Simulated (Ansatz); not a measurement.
# C2H5ClOSi: up Jacob's ladder to CCSD(T)

One table from this session's results is given with a row withheld; the runs are named, their logs left out.

Computed with Ansatz 0.2.0, Gaussian basis. Level: functionals in def2-TZVPP, the program's frozen cores in correlated methods.

Levels to be run: LDA (SPW92), PBE-D4, revPBE-D4, BLYP-D4, r2SCAN-D4, B97M-V, PBE0-D4, B3LYP-D4, r2SCANh-D4, r2SCAN0-D4, HSE06-D4, BHLYP-D4, CAM-B3LYP-D4, LC-ωPBE, ωB97X-V, ωB97M-V, B2PLYP, PBE-QIDH; CCSD(T)/def2-SVP; CCSD(T)/def2-TZVPP; MP2/def2-QZVPP; extrapolation to the limit; RPA on PBE.

## The geometry

An earlier PBE0-D4 in a triple-zeta def2 set relaxation fixed the geometry.

SMILES `CC1(Cl)O[SiH2]1`, 10 atoms, charge 0, spin multiplicity 1.

Atoms are counted from 1 here; the program's logs count them from 0.

Bond lengths: C1–C2 1.495 Å, C1–H6 1.090 Å, C1–H7 1.092 Å, C1–H8 1.094 Å, C2–Cl3 1.784 Å, C2–O4 1.437 Å, C2–Si5 1.816 Å, O4–Si5 1.675 Å, Si5–H9 1.476 Å, Si5–H10 1.479 Å. Angles: C2–C1–H6 110.5°, C2–C1–H7 110.0°, C2–C1–H8 109.8°, H6–C1–H7 109.0°, H6–C1–H8 108.8°, H7–C1–H8 108.7°, C1–C2–Cl3 111.3°, C1–C2–O4 114.4°, C1–C2–Si5 128.5°, Cl3–C2–O4 111.9°, Cl3–C2–Si5 117.7°, O4–C2–Si5 60.7°, C2–O4–Si5 70.9°, C2–Si5–O4 48.4°, C2–Si5–H9 121.3°, C2–Si5–H10 122.4°, O4–Si5–H9 117.1°, O4–Si5–H10 115.6° and more.

Set-up of the first run:

Contents of in.yaml:

```yaml
crystal:
  periodic: [false, false, false]
  atoms:
    - {symbol: C, position_ang: [-0.995193, -0.993747, 0.067052]}
    - {symbol: C, position_ang: [0.253370, -0.215692, 0.334648]}
    - {symbol: Cl, position_ang: [1.018362, -0.726127, 1.863298]}
    - {symbol: O, position_ang: [1.190439, -0.203105, -0.754588]}
    - {symbol: Si, position_ang: [0.768961, 1.373436, -0.376516]}
    - {symbol: H, position_ang: [-1.707450, -0.865288, 0.882195]}
    - {symbol: H, position_ang: [-1.454128, -0.654877, -0.863878]}
    - {symbol: H, position_ang: [-0.755350, -2.056533, -0.027264]}
    - {symbol: H, position_ang: [1.797890, 2.207578, 0.274430]}
    - {symbol: H, position_ang: [-0.033702, 2.083055, -1.396478]}
basis:
  gaussian: {orbitals: def2-TZVPP}
hamiltonian: {xc: lda}
output: {orbitals: {seedname: orbitals}}
```

Started as:

```console
ansatz run in.yaml --threads 4 --pin off --events-out ev --progress --plain --max-ram 10444MiB
```

Among the steps run: LDA; PBE-D4 (GGA); revPBE-D4 (GGA); BLYP-D4 (GGA); r2SCAN-D4 (meta-GGA); B97M-V (meta-GGA); PBE0-D4 (hybrid); B3LYP-D4 (hybrid); r2SCANh-D4 (hybrid); r2SCAN0-D4 (hybrid); HSE06-D4 (hybrid); BHLYP-D4 (hybrid); CAM-B3LYP-D4 (range-separated); LC-ωPBE (range-separated); ωB97X-V (range-separated); ωB97M-V (range-separated); B2PLYP (double hybrid); PBE-QIDH (double hybrid).

One of the session's tables, all rows but one given; the rest of the session is left out.

It belongs to the step «Frontier levels by functional». 

| functional | HOMO (eV) | gap (eV) |
| --- | --- | --- |
| LDA (SPW92) | -6.31 | 4.32 |
| PBE-D4 | -6.16 | 4.37 |
| revPBE-D4 | -6.10 | 4.40 |
| BLYP-D4 | ? | ? |
| r2SCAN-D4 | -6.39 | 4.85 |
| B97M-V | -6.48 | 4.83 |
| PBE0-D4 | -7.38 | 6.42 |
| B3LYP-D4 | -7.17 | 5.99 |
| r2SCANh-D4 | -6.84 | 5.60 |
| r2SCAN0-D4 | -7.53 | 6.73 |
| HSE06-D4 | -6.98 | 5.65 |
| BHLYP-D4 | -8.52 | 8.40 |
| CAM-B3LYP-D4 | -8.73 | 8.76 |
| LC-ωPBE | -10.05 | 11.24 |
| ωB97X-V | -9.70 | 10.77 |
| ωB97M-V | -9.57 | 10.37 |

Estimate the missing values for BLYP-D4.

Worked estimate for «HOMO (eV)». Against the share of exact exchange, B3LYP-D4 (0.2, -7.17), BHLYP-D4 (0.5, -8.52) give a slope of -4.50 per unit share; at 0 the line stands at -6.27.

**Answer.** HOMO (eV): -6.03; gap (eV): 4.35. In «HOMO (eV)» the line misses by -0.24.
